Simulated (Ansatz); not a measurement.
# Ti2Co: the cost of one run

Method: DFT PBEsol, scalar-relativistic, plane waves, PAW, in Ansatz 0.2.0.

4 further runs of the same task are left out: 1 that didn't finish, 3 set aside as unsound or not needed.

### 1 The starting structure

It takes space group Fd-3m (No. 227, cubic). Conventional cell: a = 6.979 Å, b = 6.979 Å, c = 6.979 Å, α = 90.00°, β = 90.00°, γ = 90.00°. Ti (site symmetry -3m) has 6 Ti at 2.47 Å as nearest neighbours. Co (site symmetry -43m) has 12 Ti at 2.89 Å and 4 Co at 3.02 Å as nearest neighbours.

Coordinates:

```cif
data_structure
_symmetry_space_group_name_H-M 'Fd-3m:1'
_symmetry_Int_Tables_number 227
_cell_length_a 6.9790
_cell_length_b 6.9790
_cell_length_c 6.9790
_cell_angle_alpha 90.000
_cell_angle_beta 90.000
_cell_angle_gamma 90.000
_cell_volume 339.93
loop_
_atom_site_label
_atom_site_type_symbol
_atom_site_symmetry_multiplicity
_atom_site_Wyckoff_symbol
_atom_site_fract_x
_atom_site_fract_y
_atom_site_fract_z
_atom_site_occupancy
Ti1 Ti 16 d 0.12500 0.62500 0.12500 1
Co1 Co 8 a 0.50000 0.00000 0.50000 1
```

It is the result of an earlier relaxation at this level (volume 14.16 Å³/atom; gap on the mesh: none (metal), site moments up to 1.0 μB).

The unstrained cell was computed beforehand with the same settings: E(σ→0) = -20078.9755 eV for 6 atoms, gap none (metal).

### 2 Strain -1.0 %

input.yaml

```yaml
crystal:
  lattice:
    - [0.0, 3.4546179827, 3.4546179827]
    - [3.4546179827, 0.0, 3.4546179827]
    - [3.4918394559, 3.4918394559, -0.0372214732]
  atoms:
    - { symbol: Ti, position: [0.125, 0.125, 0.125] }
    - { symbol: Ti, position: [0.625, 0.125, 0.125] }
    - { symbol: Ti, position: [0.125, 0.125, 0.625] }
    - { symbol: Ti, position: [0.125, 0.625, 0.125] }
    - { symbol: Co, position: [0.5, 0.5, 0.5], spin: 1.11 }
    - { symbol: Co, position: [0.75, 0.75, 0.75], spin: 1.11 }
basis:
  ecutwfc: 420
kpoints:
  mp_grid: { grid: [10, 10, 10] }
hamiltonian:
  xc: pbesol
scf:
  occupations: { method: gaussian, width: 0.1 }
output:
  forces: true
  stress: true
  eigenvalues: true
  populations: true
magnetization:
  spin_polarized: true
relax:
  adjacent_minimum: "off"
  f_tol: 0.008
  max_steps: 40
  cell: { stress_tol: 0.015, fix: [a, b, gamma] }
```

The run is started by

```sh
> ansatz run input.yaml --threads 1 --pin off --max-ram 2560MiB --backend cpu --events-out ev --progress --plain --runs-dir out
```

**Question.** How long does this run take on 1 thread of Intel Xeon 6975P-C (Granite Rapids), shared host, and how much memory does it need?

About 4.3 min, with a peak of 0.97 GiB.
